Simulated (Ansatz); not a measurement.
Predict the output of the script below (Ansatz 0.2.0, Python API).

Script `run_xc.py`:
```python
"""One structure of Sn3Te under several functionals."""

import warnings

import ansatz as az


def main() -> None:
    warnings.simplefilter("ignore", az.DeckWarning)

    lattice = az.Lattice.of(
        [4.865622, 0.0, 0.0],
        [0.0, 4.865622, 0.0],
        [0.0, 0.0, 4.865622],
    )
    sites = [
        ("Sn", [0.5, 0.5, 0.0]),
        ("Sn", [0.5, 0.0, 0.5]),
        ("Sn", [0.0, 0.5, 0.5]),
        ("Te", [0.0, 0.0, 0.0]),
    ]
    xtal = az.Crystal(lattice=lattice)
    for symbol, position in sites:
        xtal = xtal.atom(symbol, position)

    model = (
        xtal.calculation()
        .basis(39 * az.Ry, xc_grid=1)
        .accuracy("medium")
        .kpoints(5, shift=0.5)
        .occupations("methfessel_paxton")
        .scf(lower_state_search="light")  # control of the self-consistency loop
    )

    rows = []
    for value in ["pbe", "pbesol", "r2scan"]:
        summary = model.functional(value).run(threads=1).report
        rows.append((value, summary["free_energy_ev"] / len(summary["lattice"]["sites"]), summary["n_iterations"], summary["n_kpoints"]))

    print("  functional   F/atom (eV)    iterations      k-points")
    for row in rows:
        print(f"{str(row[0]):>12s}  {row[1]:12.5f}  {row[2]:12d}  {row[3]:12d}")


if __name__ == "__main__":
    main()
```

```console
$ python run_xc.py
  functional   F/atom (eV)    iterations      k-points
         pbe   -6263.06892             6            10
      pbesol   -6187.65451             6            10
      r2scan   -6277.43653             7            10
```

Reading the output:
- For a metal this k-point mesh is coarse: on a finer one energies can move by several to tens of meV an atom and pressures by half a GPa or more, differences at one mesh by less.
- xc_grid=1 is under the default for a meta-GGA and makes forces and stresses depend on the grid.
- This cell is a computed structure, which may not be the phase found in nature.
- Total energies of different functionals can't be compared; pressures, moments and gaps at this one structure can.
- Timing: 5 s on 1 thread of Intel(R) Xeon(R) 6975P-C (Granite Rapids), on a shared host, peak memory 0.5 GiB.

(Lines on the test bed's own set-up are left out of the output.)
